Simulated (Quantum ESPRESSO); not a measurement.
The system is PtSe.

```
Pt Se
1.0
     3.70187    0.00000    0.00000
    -1.85094    3.20591    0.00000
     0.00000    0.00000    3.61284
Pt Se
1 1
Cartesian
  0.0000 0.0000 0.0000
  1.8509 1.0686 1.8064
```

The cell comes from a database or a generator and needn't be the stable form of this composition.

- Program: Quantum ESPRESSO 7.5
- Task: Hubbard U by linear response
- Functional: PBEsol
- Potentials or basis: PseudoDojo 0.4.1 SR PBEsol standard
- Cutoff: 1170 eV
- Density cutoff: 4680 eV
- k mesh: 4 × 4 × 4
- Occupations: fermi-dirac, width 0.05 eV
- Spin: no spin polarisation
- Hubbard terms: Pt d U = 2.0 eV
- Start of the occupations: default
- Hubbard projectors: atomic
- Mixing beta: 0.3
- Most SCF iterations: 120
- SCF threshold: 4e-10 Ry
- q mesh: 2 × 2 × 2

Task: What Hubbard parameters does linear response give?

Result: U = 6.04 eV on Pt 5d. The values belong to these projectors, potentials and this ground state, and don't carry over to other codes.

Hubbard U from linear response:
| site | manifold | U (eV) |
| --- | --- | --- |
| 1 | Pt-5d | 6.04 |
On the first site the bare response is -0.311 and the screened one -0.107 eV⁻¹.

Eigenvalues of the final occupation matrices:
```csv
site,spin,trace,eigenvalues
Pt 1 5d,each,4.68,0.89 0.89 0.96 0.96 0.99
```

Caveat: the k mesh is coarse (spacing up to 0.49 Å⁻¹), so the values aren't converged; U without spin polarisation on a metal has little footing.
